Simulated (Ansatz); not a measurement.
# InSb: the cost of one run

Method: DFT LDA, frozen-core PAW, scalar-relativistic unless said, in Ansatz 0.2.0.

### Step 1. The system as given

Symmetry: F-43m, No. 216, cubic system. The conventional cell has a = 6.478 Å, b = 6.478 Å, c = 6.478 Å, α = 90.00°, β = 90.00°, γ = 90.00°. Around In (site symmetry -43m) lie 4 Sb at 2.81 Å. Sb (site symmetry -43m) has 4 In at 2.81 Å as nearest neighbours.

Coordinates:

```xyz
2
Lattice="0.0000 3.2391 3.2391 3.2391 0.0000 3.2391 3.2391 3.2391 0.0000" Properties=species:S:1:pos:R:3 pbc="T T T"
In    0.0000    0.0000    0.0000
Sb    4.8586    4.8586    4.8586
```

Cartesian axes are those of the input's lattice vectors. The structure goes back to a database entry.

### Step 2. Cell and atoms relaxed, PAW

The input, input.yaml:

```yaml
crystal:
  lattice:
    - [0.0, 3.2391, 3.2391]
    - [3.2391, 0.0, 3.2391]
    - [3.2391, 3.2391, 0.0]
  atoms:
    - { symbol: In, position: [0.0, 0.0, 0.0] }
    - { symbol: Sb, position: [0.75, 0.75, 0.75] }
kpoints:
  mp_grid: { grid: [12, 12, 12] }
scf:
  occupations: { method: fermi_dirac, width: 0.05 }
hamiltonian:
  xc: lda
  pseudopotentials: { kind: paw }
relax:
  f_tol: 0.002
  max_steps: 80
  cell: {}
output:
  forces: true
  stress: true
  write_density: true
  write_potential: true
  elf: true
  volumetric_format: npy
```

Command:

```sh
ansatz run input.yaml --threads 1 --pin off --max-ram 3072MiB --backend cpu --events-out ev --progress --plain --runs-dir out
```

Q: Estimate wall time and peak memory on 1 thread of Intel Xeon Platinum 8488C (Sapphire Rapids), shared host.

About 38 s, with a peak of 0.46 GiB.
